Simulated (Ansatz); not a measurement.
**CH7BFNOSn: inversion of the pyramid at N1**

Wanted: the energy profile along the inversion of the pyramid at N1, from relaxed end points and a band of images. SMILES of the start: NC[O][SnH2][BH]F.

Program: Ansatz 0.2.0. Level of theory: RKS PBE-D4/def2-SVP. These are calculated values, not measurements.

## (1) Starting point

Bond lengths: N1–C2 1.519 Å, C2–O3 1.409 Å, O3–Sn4 1.904 Å, Sn4–B5 2.244 Å, B5–F6 1.449 Å, N1–H7 1.071 Å, N1–H8 1.038 Å, C2–H9 1.142 Å, C2–H10 1.094 Å, Sn4–H11 1.793 Å, Sn4–H12 1.720 Å, B5–H13 1.226 Å. Angles (14 of 19 angles, heavy atoms first): N1–C2–O3 111.2°, C2–O3–Sn4 110.6°, O3–Sn4–B5 110.1°, Sn4–B5–F6 121.2°, N1–C2–H9 107.8°, N1–C2–H10 107.0°, O3–C2–H9 109.7°, O3–C2–H10 110.6°, C2–N1–H7 104.7°, C2–N1–H8 106.9°, O3–Sn4–H11 110.0°, O3–Sn4–H12 112.8°, B5–Sn4–H11 105.2°, B5–Sn4–H12 108.4°.

Structure file:

```xyz
13

N     1.9054   -1.5247    1.2317
C     0.6865   -1.0236    0.4755
O     1.0123    0.0702   -0.3500
Sn   -0.5173    0.6564   -1.3207
B    -1.9197    1.7601    0.0398
F    -2.4368    1.1431    1.2440
H     2.2468   -0.6756    1.7888
H     2.6409   -1.7186    0.5256
H    -0.0943   -0.7058    1.2452
H     0.3151   -1.8610   -0.1229
H    -1.4477   -0.7585   -1.9096
H    -0.1149    1.6884   -2.6361
H    -2.2558    2.9148   -0.1966
```

## (2) End point A

input.yaml

```yaml
crystal:
  periodic: [false, false, false]
  atoms:
    - { symbol: "N", position_ang: [1.9054, -1.5247, 1.2317] }
    - { symbol: C, position_ang: [0.6865, -1.0236, 0.4755] }
    - { symbol: O, position_ang: [1.0123, 0.0702, -0.35] }
    - { symbol: Sn, position_ang: [-0.5173, 0.6564, -1.3207] }
    - { symbol: B, position_ang: [-1.9197, 1.7601, 0.0398] }
    - { symbol: F, position_ang: [-2.4368, 1.1431, 1.244] }
    - { symbol: H, position_ang: [2.2468, -0.6756, 1.7888] }
    - { symbol: H, position_ang: [2.6409, -1.7186, 0.5256] }
    - { symbol: H, position_ang: [-0.0943, -0.7058, 1.2452] }
    - { symbol: H, position_ang: [0.3151, -1.861, -0.1229] }
    - { symbol: H, position_ang: [-1.4477, -0.7585, -1.9096] }
    - { symbol: H, position_ang: [-0.1149, 1.6884, -2.6361] }
    - { symbol: H, position_ang: [-2.2558, 2.9148, -0.1966] }
basis:
  gaussian: { orbitals: def2-SVP }
hamiltonian:
  xc: pbe
  dispersion: d4
relax:
  f_tol: 0.015
  max_steps: 40
```

Launch:

```sh
$ ansatz run input.yaml --threads 2 --pin off --max-ram 3072MiB --backend cpu --events-out ev --progress --plain --runs-dir out
```

What it wrote (excerpt; [...] marks lines left out):

```text
Warning: RAYON_NUM_THREADS=2 ignored (pool sized by the plan → 2); use --threads N
[...]
Functional definition: PBE
[...]
1472 factors; their error is unknown
[...]
mean field -13896.68950323 eV, -510.6939197293 hartree, gradient 1.6e-5 eV, S^2 0.000000; 0 other end points of the search recorded, 0 dependent functions left out
[...]
reference -13896.68954893 eV, -510.6939214088 hartree; 32, 32 occupied and 99, 99 virtual orbitals, 1472 factors
relax step   1: F+E_penalty+E_count = -13896.95224597 eV  Δ(F+E_penalty+E_count) = +0.000e0 eV  max|allowed force component| = 3.017e0 eV/Å  Δτ_max = 0.0000 Å  (32 SCF iters, accepted)
[...]
relax step  10: F+E_penalty+E_count = -13897.71339567 eV  Δ(F+E_penalty+E_count) = -8.024e-4 eV  max|allowed force component| = 3.176e-2 eV/Å  Δτ_max = 0.0514 Å  (30 SCF iters, accepted)
[...]
relax step  13: F+E_penalty+E_count = -13897.71441958 eV  Δ(F+E_penalty+E_count) = -7.448e-4 eV  max|allowed force component| = 1.744e-1 eV/Å  Δτ_max = 0.0977 Å  (30 SCF iters, accepted)
[...]
relax step  14: F+E_penalty+E_count = -13897.71538545 eV  Δ(F+E_penalty+E_count) = -9.659e-4 eV  max|allowed force component| = 1.014e-1 eV/Å  Δτ_max = 0.0185 Å  (32 SCF iters, accepted)
[...]
relax step  15: F+E_penalty+E_count = -13897.71595877 eV  Δ(F+E_penalty+E_count) = -5.733e-4 eV  max|allowed force component| = 4.010e-2 eV/Å  Δτ_max = 0.0354 Å  (30 SCF iters, accepted)
```

## (3) The output, continued: end point A relaxed

Output, continued:

```text
these checks for a lower state are left out or cut short: starts, cluster_reference, orbital_swaps, neighbouring_geometries, increment
1472 factors; their error is unknown
mean field evaluation 128: about -13897.4599 eV, gradient 2.4e-5 eV
mean field -13897.45985540 eV, -510.7222296492 hartree, gradient 2.4e-5 eV, S^2 0.000000; 0 other end points of the search recorded, 0 dependent functions left out
the calculation of the forces begins
reference -13897.45990246 eV, -510.7222313789 hartree; 32, 32 occupied and 99, 99 virtual orbitals, 1472 factors
relax step  16: F+E_penalty+E_count = -13897.71665645 eV  Δ(F+E_penalty+E_count) = -6.977e-4 eV  max|allowed force component| = 6.533e-2 eV/Å  Δτ_max = 0.0603 Å  (30 SCF iters, accepted)
these checks for a lower state are left out or cut short: starts, cluster_reference, orbital_swaps, neighbouring_geometries, increment
1472 factors; their error is unknown
mean field -13897.46032568 eV, -510.7222469320 hartree, gradient 8.2e-6 eV, S^2 0.000000; 0 other end points of the search recorded, 0 dependent functions left out
the calculation of the forces begins
reference -13897.46037279 eV, -510.7222486629 hartree; 32, 32 occupied and 99, 99 virtual orbitals, 1472 factors
relax step  17: F+E_penalty+E_count = -13897.71713169 eV  Δ(F+E_penalty+E_count) = -4.752e-4 eV  max|allowed force component| = 9.572e-2 eV/Å  Δτ_max = 0.0762 Å  (31 SCF iters, accepted)
these checks for a lower state are left out or cut short: starts, cluster_reference, orbital_swaps, neighbouring_geometries, increment
1472 factors; their error is unknown
mean field -13897.46066850 eV, -510.7222595304 hartree, gradient 1.6e-5 eV, S^2 0.000000; 0 other end points of the search recorded, 0 dependent functions left out
the calculation of the forces begins
reference -13897.46071559 eV, -510.7222612609 hartree; 32, 32 occupied and 99, 99 virtual orbitals, 1472 factors
relax step  18: F+E_penalty+E_count = -13897.71754257 eV  Δ(F+E_penalty+E_count) = -4.109e-4 eV  max|allowed force component| = 5.285e-2 eV/Å  Δτ_max = 0.0077 Å  (32 SCF iters, accepted)
these checks for a lower state are left out or cut short: starts, cluster_reference, orbital_swaps, neighbouring_geometries, increment
1472 factors; their error is unknown
mean field -13897.46103500 eV, -510.7222729987 hartree, gradient 1.7e-5 eV, S^2 0.000000; 0 other end points of the search recorded, 0 dependent functions left out
the calculation of the forces begins
reference -13897.46108210 eV, -510.7222747296 hartree; 32, 32 occupied and 99, 99 virtual orbitals, 1472 factors
relax step  19: F+E_penalty+E_count = -13897.71785108 eV  Δ(F+E_penalty+E_count) = -3.085e-4 eV  max|allowed force component| = 2.349e-2 eV/Å  Δτ_max = 0.0270 Å  (31 SCF iters, accepted)
these checks for a lower state are left out or cut short: starts, cluster_reference, orbital_swaps, neighbouring_geometries, increment
1472 factors; their error is unknown
mean field -13897.46137008 eV, -510.7222853126 hartree, gradient 2.0e-5 eV, S^2 0.000000; 0 other end points of the search recorded, 0 dependent functions left out
the calculation of the forces begins
reference -13897.46141720 eV, -510.7222870444 hartree; 32, 32 occupied and 99, 99 virtual orbitals, 1472 factors
relax step  20: F+E_penalty+E_count = -13897.71797495 eV  Δ(F+E_penalty+E_count) = -1.239e-4 eV  max|allowed force component| = 7.534e-2 eV/Å  Δτ_max = 0.0443 Å  (31 SCF iters, accepted)
these checks for a lower state are left out or cut short: starts, cluster_reference, orbital_swaps, neighbouring_geometries, increment
1472 factors; their error is unknown
mean field evaluation 160: about -13897.4605 eV, gradient 2.5e-1 eV
mean field -13897.46065887 eV, -510.7222591762 hartree, gradient 7.9e-6 eV, S^2 0.000000; 0 other end points of the search recorded, 0 dependent functions left out
the calculation of the forces begins
reference -13897.46070601 eV, -510.7222609088 hartree; 32, 32 occupied and 99, 99 virtual orbitals, 1472 factors
relax step  21: F+E_penalty+E_count = -13897.71696845 eV  Δ(F+E_penalty+E_count) = +1.006e-3 eV  max|allowed force component| = 1.937e-1 eV/Å  Δτ_max = 0.0873 Å  (31 SCF iters, rejected (line search))
these checks for a lower state are left out or cut short: starts, cluster_reference, orbital_swaps, neighbouring_geometries, increment
1472 factors; their error is unknown
mean field -13897.46181023 eV, -510.7223014879 hartree, gradient 1.7e-5 eV, S^2 0.000000; 0 other end points of the search recorded, 0 dependent functions left out
the calculation of the forces begins
reference -13897.46185736 eV, -510.7223032201 hartree; 32, 32 occupied and 99, 99 virtual orbitals, 1472 factors
relax step  22: F+E_penalty+E_count = -13897.71803585 eV  Δ(F+E_penalty+E_count) = -6.091e-5 eV  max|allowed force component| = 3.986e-2 eV/Å  Δτ_max = 0.0257 Å  (32 SCF iters, accepted)
these checks for a lower state are left out or cut short: starts, cluster_reference, orbital_swaps, neighbouring_geometries, increment
1472 factors; their error is unknown
mean field -13897.46194725 eV, -510.7223065236 hartree, gradient 1.6e-5 eV, S^2 0.000000; 0 other end points of the search recorded, 0 dependent functions left out
the calculation of the forces begins
reference -13897.46199440 eV, -510.7223082561 hartree; 32, 32 occupied and 99, 99 virtual orbitals, 1472 factors
relax step  23: F+E_penalty+E_count = -13897.71830023 eV  Δ(F+E_penalty+E_count) = -2.644e-4 eV  max|allowed force component| = 3.373e-2 eV/Å  Δτ_max = 0.0161 Å  (32 SCF iters, accepted)
these checks for a lower state are left out or cut short: starts, cluster_reference, orbital_swaps, neighbouring_geometries, increment
1472 factors; their error is unknown
mean field -13897.46189837 eV, -510.7223047272 hartree, gradient 2.2e-5 eV, S^2 0.000000; 0 other end points of the search recorded, 0 dependent functions left out
the calculation of the forces begins
reference -13897.46194552 eV, -510.7223064599 hartree; 32, 32 occupied and 99, 99 virtual orbitals, 1472 factors
relax step  24: F+E_penalty+E_count = -13897.71828268 eV  Δ(F+E_penalty+E_count) = +1.754e-5 eV  max|allowed force component| = 1.668e-2 eV/Å  Δτ_max = 0.0054 Å  (24 SCF iters, rejected (line search))
these checks for a lower state are left out or cut short: starts, cluster_reference, orbital_swaps, neighbouring_geometries, increment
1472 factors; their error is unknown
mean field -13897.46196103 eV, -510.7223070298 hartree, gradient 1.7e-5 eV, S^2 0.000000; 0 other end points of the search recorded, 0 dependent functions left out
the calculation of the forces begins
reference -13897.46200818 eV, -510.7223087625 hartree; 32, 32 occupied and 99, 99 virtual orbitals, 1472 factors
relax step  25: F+E_penalty+E_count = -13897.71833757 eV  Δ(F+E_penalty+E_count) = -3.734e-5 eV  max|allowed force component| = 8.514e-3 eV/Å  Δτ_max = 0.0026 Å  (24 SCF iters, accepted)
these checks for a lower state are left out or cut short: starts, cluster_reference, orbital_swaps, neighbouring_geometries, increment
1472 factors; their error is unknown
mean field evaluation 192: about -13897.5187 eV, gradient 6.4e-3 eV
mean field -13897.46206485 eV, -510.7223108450 hartree, gradient 1.8e-5 eV, S^2 0.000000; 0 other end points of the search recorded, 0 dependent functions left out
the calculation of the forces begins
reference -13897.46211200 eV, -510.7223125779 hartree; 32, 32 occupied and 99, 99 virtual orbitals, 1472 factors
relax step  26: F+E_penalty+E_count = -13897.71838474 eV  Δ(F+E_penalty+E_count) = -4.718e-5 eV  max|allowed force component| = 1.017e-2 eV/Å  Δτ_max = 0.0236 Å  (31 SCF iters, accepted)
1472 factors; their error is unknown
mean field -13897.46206485 eV, -510.7223108450 hartree, gradient 2.5e-5 eV, S^2 0.000000; 1 other end points of the search recorded, 0 dependent functions left out
the calculation of the forces begins
reference -13897.46211200 eV, -510.7223125779 hartree; 32, 32 occupied and 99, 99 virtual orbitals, 1472 factors
Total energy: -13897.71843190 eV, -510.7317321604 hartree
Atom 0 at     1.899433    -1.495077     1.229787 Å, force     0.001121     0.001277    -0.001803 eV/Å
Atom 1 at     0.688206    -1.053185     0.603838 Å, force     0.000643    -0.001578     0.000900 eV/Å
Atom 2 at     0.943804    -0.086271    -0.412545 Å, force    -0.000547     0.002114    -0.000259 eV/Å
Atom 3 at    -0.618341     0.724367    -1.429435 Å, force    -0.004092    -0.000062     0.001442 eV/Å
Atom 4 at    -2.025498     1.757225     0.058927 Å, force     0.005331    -0.003091     0.000873 eV/Å
Atom 5 at    -1.905679     1.460879     1.347186 Å, force    -0.005057     0.006913    -0.010175 eV/Å
Atom 6 at     2.392761    -0.684294     1.627393 Å, force    -0.000411    -0.001520    -0.000098 eV/Å
Atom 7 at     2.528717    -1.886591     0.515941 Å, force    -0.002032     0.000389     0.000483 eV/Å
Atom 8 at     0.021219    -0.633966     1.397928 Å, force     0.000340     0.000160     0.000184 eV/Å
Atom 9 at     0.172385    -1.951818     0.180166 Å, force    -0.000361     0.000279     0.001070 eV/Å
Atom 10 at    -1.380499    -0.555460    -2.332723 Å, force     0.002081    -0.000601    -0.001297 eV/Å
Atom 11 at     0.184965     1.792553    -2.524340 Å, force     0.000547     0.000132     0.000508 eV/Å
Atom 12 at    -2.880973     2.576839    -0.247423 Å, force     0.002437    -0.004412     0.008172 eV/Å
Dipole moment:    -0.240687     0.230099    -0.131531 e Å
```

Wall time 1.8 min (2 threads of Arm Neoverse V1, shared host); peak memory 0.22 GiB.

The steps of the relaxation:

```csv
step,energy from step 1 (eV),largest force component (eV/Å)
1,0.0000,3.0172
2,-0.5913,1.5822
3,-0.6273,2.0499
4,-0.6797,1.8007
5,-0.7320,1.0984
6,-0.7563,0.1543
7,-0.7576,0.0632
8,-0.7590,0.0597
9,-0.7603,0.0473
10,-0.7611,0.0318
11x,-0.7483,0.5874
12,-0.7614,0.0391
13,-0.7622,0.1744
14,-0.7631,0.1014
15,-0.7637,0.0401
16,-0.7644,0.0653
17,-0.7649,0.0957
18,-0.7653,0.0529
19,-0.7656,0.0235
20,-0.7657,0.0753
21x,-0.7647,0.1937
22,-0.7658,0.0399
23,-0.7661,0.0337
24x,-0.7660,0.0167
25,-0.7661,0.0085
26,-0.7661,0.0102
```

Step 1 is the start. 3 steps were tried and not accepted (marked x).

After: Bond lengths: N1–C2 1.433 Å, C2–O3 1.426 Å, O3–Sn4 2.033 Å, Sn4–B5 2.294 Å, B5–F6 1.327 Å, N1–H7 1.029 Å, N1–H8 1.029 Å, C2–H9 1.119 Å, C2–H10 1.119 Å, Sn4–H11 1.742 Å, Sn4–H12 1.728 Å, B5–H13 1.224 Å. Angles (14 of 19 angles, heavy atoms first): N1–C2–O3 111.6°, C2–O3–Sn4 119.3°, O3–Sn4–B5 109.1°, Sn4–B5–F6 118.3°, N1–C2–H9 108.0°, N1–C2–H10 107.9°, O3–C2–H9 111.0°, O3–C2–H10 110.9°, C2–N1–H7 109.3°, C2–N1–H8 109.3°, O3–Sn4–H11 107.6°, O3–Sn4–H12 101.9°, B5–Sn4–H11 113.5°, B5–Sn4–H12 114.7°.

## (4) Relaxing end B

The second end starts from a geometry with the move made by hand.

Edit input.yaml of step 2 so:

```diff
@@ -9,4 +9,4 @@
     - { symbol: F, position_ang: [-2.4368, 1.1431, 1.244] }
-    - { symbol: H, position_ang: [2.2468, -0.6756, 1.7888] }
-    - { symbol: H, position_ang: [2.6409, -1.7186, 0.5256] }
+    - { symbol: H, position_ang: [1.58739, -1.57847, 2.2534] }
+    - { symbol: H, position_ang: [2.06691, -2.50451, 0.93001] }
     - { symbol: H, position_ang: [-0.0943, -0.7058, 1.2452] }
```

Launch:

```sh
$ ansatz run input.yaml --threads 2 --pin off --max-ram 3072MiB --backend cpu --events-out ev --progress --plain --runs-dir out
```

What it wrote (excerpt; [...] marks lines left out):

```text
Warning: RAYON_NUM_THREADS=2 ignored (pool sized by the plan → 2); use --threads N
[...]
[... 1 set-up line as earlier in the session ...]
[...]
1472 factors; their error is unknown
[...]
mean field -13896.43008140 eV, -510.6843861530 hartree, gradient 3.2e-5 eV, S^2 0.000000; 0 other end points of the search recorded, 0 dependent functions left out
[...]
reference -13896.43012786 eV, -510.6843878602 hartree; 32, 32 occupied and 99, 99 virtual orbitals, 1472 factors
[...]
relax step  17: F+E_penalty+E_count = -13897.46221082 eV  Δ(F+E_penalty+E_count) = -1.378e-3 eV  max|allowed force component| = 1.661e-1 eV/Å  Δτ_max = 0.0975 Å  (31 SCF iters, accepted)
[...]
relax step  18: F+E_penalty+E_count = -13897.46283394 eV  Δ(F+E_penalty+E_count) = -6.231e-4 eV  max|allowed force component| = 1.217e-1 eV/Å  Δτ_max = 0.0081 Å  (32 SCF iters, accepted)
[...]
1472 factors; their error is unknown
mean field -13897.20615602 eV, -510.7129063691 hartree, gradient 2.1e-5 eV, S^2 0.000000; 0 other end points of the search recorded, 0 dependent functions left out
[...]
```

[end of part 1 of 3]
